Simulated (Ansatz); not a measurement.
# Na2AgIrF6: the cost of one run

All numbers are computed with Ansatz 0.2.0, driven from Python. Level of theory: DFT PBEsol, plane waves, PAW.

## 1. The system

Na2AgIrF6 Fm-3m: Symmetry: Fm-3m, No. 225, cubic system. Conventional cell: a = 8.732 Å, b = 8.732 Å, c = 8.732 Å, α = 90.00°, β = 90.00°, γ = 90.00°. Na (site symmetry -43m) has 12 F at 3.09 Å as nearest neighbours. Ag (site symmetry m-3m) has 6 F at 2.33 Å as nearest neighbours. Around Ir (site symmetry m-3m) lie 6 F at 2.03 Å. Only part of the 4 independent sites is listed.

Na Im-3m: The structure is cubic, space group Im-3m (No. 229). The conventional cell has a = 4.282 Å, b = 4.282 Å, c = 4.282 Å, α = 90.00°, β = 90.00°, γ = 90.00°. Around Na (site symmetry m-3m) lie 8 Na at 3.71 Å.

AgIrF6 Fm-3m: Symmetry: Fm-3m, No. 225, cubic system. The conventional cell has a = 8.732 Å, b = 8.732 Å, c = 8.732 Å, α = 90.00°, β = 90.00°, γ = 90.00°. Ag (site symmetry m-3m) is surrounded by 6 F at 2.33 Å. Around Ir (site symmetry m-3m) lie 6 F at 2.03 Å. F (site symmetry 4mm) is surrounded by 1 Ir at 2.03 Å and 1 Ag at 2.33 Å.

Input file na2agirf6_na2agirf6.cif:

```cif
data_Na2AgIrF6
_cell_length_a 6.174434
_cell_length_b 6.174434
_cell_length_c 6.174434
_cell_angle_alpha 60.00000
_cell_angle_beta 60.00000
_cell_angle_gamma 60.00000
_symmetry_space_group_name_H-M 'P 1'
_symmetry_Int_Tables_number 1
loop_
_symmetry_equiv_pos_as_xyz
'x, y, z'
loop_
_atom_site_label
_atom_site_type_symbol
_atom_site_fract_x
_atom_site_fract_y
_atom_site_fract_z
Na1 Na    0.250000    0.250000    0.250000
Na2 Na    0.750000    0.750000    0.750000
Ag3 Ag    0.500000    0.500000    0.500000
Ir4 Ir    0.000000    0.000000    0.000000
F5 F    0.232721    0.232721    0.767279
F6 F    0.232721    0.767279    0.767279
F7 F    0.767279    0.767279    0.232721
F8 F    0.232721    0.767279    0.232721
F9 F    0.767279    0.232721    0.767279
F10 F    0.767279    0.232721    0.232721
```

The script reads na2agirf6_na.xyz:

```xyz
1
Lattice="-2.141 2.141 2.141 2.141 -2.141 2.141 2.141 2.141 -2.141" Properties=species:S:1:pos:R:3 pbc="T T T"
Na    0.00000000    0.00000000    0.00000000
```

## 2. The code

voltage.py reads:

```python
# -*- coding: utf-8 -*-
"""Average voltage of AgIrF6 against Na metal, after relaxing atoms and volume at fixed cell shape."""

from collections import Counter
import warnings

import ansatz as az
from ase.data import atomic_masses, atomic_numbers
from ase.io import read
import numpy as np

POLARISED = {"AgIrF6", "Na2AgIrF6"}


def run_phase(name, crystal):
    calc = (
        crystal.calculation()
        .functional("pbesol")
        .basis(31 * az.Ry)
        .kpoints(spacing=0.3)
        .occupations("gaussian", width=0.1)
        .band_table()
    )
    if name in POLARISED:
        calc = calc.spin("collinear")
    calc = calc.relax(force_tolerance=0.03, fix_cell=["shape"])
    return calc.run(threads=1, pin="off")


def counts(outcome):
    return Counter(site.symbol for site in outcome.lattice.sites)


def gap_ev(outcome):
    # nan where the run reports no band edges: a metal, overlapping bands, or a gap that is small against the smearing
    edges = outcome.report.get("band_edges_ev")
    return edges[1] - edges[0] if edges else float("nan")


def main():
    warnings.simplefilter("ignore", az.DeckWarning)

    phases = {}
    atoms = read("na2agirf6_na2agirf6.cif")
    na2agirf6 = az.Crystal.from_ase(atoms).moments(Ir=0.5)
    phases["Na2AgIrF6"] = na2agirf6
    na = az.Crystal.from_extxyz("na2agirf6_na.xyz")
    phases["Na"] = na
    # empty the sites of the mobile ion
    host = phases["Na2AgIrF6"].resolved()
    for site in phases["Na2AgIrF6"].resolved().sites:
        if site.symbol == "Na":
            host = host.vacancy("Na", at=site.position)
    phases["AgIrF6"] = host.resolved()

    done = {}
    for name, crystal in phases.items():
        done[name] = run_phase(name, crystal)
        print(f"{name}: {done[name].report['energy_sigma0_ev']:.4f} eV, {len(done[name].lattice.sites)} atoms")

    full, empty, metal = done["Na2AgIrF6"], done["AgIrF6"], done["Na"]
    n = counts(full)["Na"]
    reaction = full.report["energy_sigma0_ev"] - empty.report["energy_sigma0_ev"] - n * metal.report["energy_sigma0_ev"] / len(metal.lattice.sites)
    voltage = -reaction / n
    v_full, v_empty = (abs(np.linalg.det(o.lattice.cell_ang)) for o in (full, empty))
    print(f"average voltage {voltage:.3f} V for {n} Na per cell")
    print(f"cell volume {v_empty:.2f} -> {v_full:.2f} A^3 on insertion ({100 * (v_full / v_empty - 1):+.1f} %)")
    for o in (full, empty):
        print([f"{s.symbol}{m:+.2f}" for s, m in zip(o.lattice.sites, o.report["site_moments_mub"]) if abs(m) > 0.05])
    mass = sum(k * atomic_masses[atomic_numbers[e]] for e, k in counts(full).items())
    capacity = 26801 * 1 * n / mass
    print(f"capacity {capacity:.0f} mAh/g of the full compound, energy {capacity * voltage:.0f} Wh/kg")


if __name__ == "__main__":
    main()
```

## 3. The input behind the calls

The engine receives this input (first run):

```yaml
crystal:
  lattice:
    - [6.174434, 0.0, 0.0]
    - [3.0872170000000008, 5.347216697990366, 0.0]
    - [3.0872170000000008, 1.782405565996789, 5.041404250163902]
  atoms:
    - { symbol: Na, position: [0.25, 0.25, 0.25] }
    - { symbol: Na, position: [0.7499999999999999, 0.75, 0.75] }
    - { symbol: Ag, position: [0.5, 0.5, 0.5] }
    - { symbol: Ir, position: [0.0, 0.0, 0.0] }
    - { symbol: F, position: [0.23272099999999998, 0.232721, 0.7672790000000002] }
    - { symbol: F, position: [0.23272099999999996, 0.767279, 0.7672790000000002] }
    - { symbol: F, position: [0.767279, 0.767279, 0.232721] }
    - { symbol: F, position: [0.2327209999999999, 0.767279, 0.232721] }
    - { symbol: F, position: [0.7672790000000002, 0.232721, 0.7672790000000002] }
    - { symbol: F, position: [0.767279, 0.232721, 0.232721] }
basis:
  ecutwfc: 421.77648681281397
kpoints:
  mp_grid:
    kspacing: 0.3
hamiltonian:
  xc: pbesol
magnetization:
  spin_polarized: true
  per_species:
    Ir: 0.5
scf:
  occupations:
    method: gaussian
    width: 0.1
relax:
  f_tol: 0.03
  cell:
    fix: [shape]
output:
  eigenvalues: true
```

## 4. Launch

Command:

```sh
> python voltage.py
```

What time and memory should one allow on 1 thread of Arm Neoverse V1, shared host?

About 3 min, with a peak of 0.7 GiB.
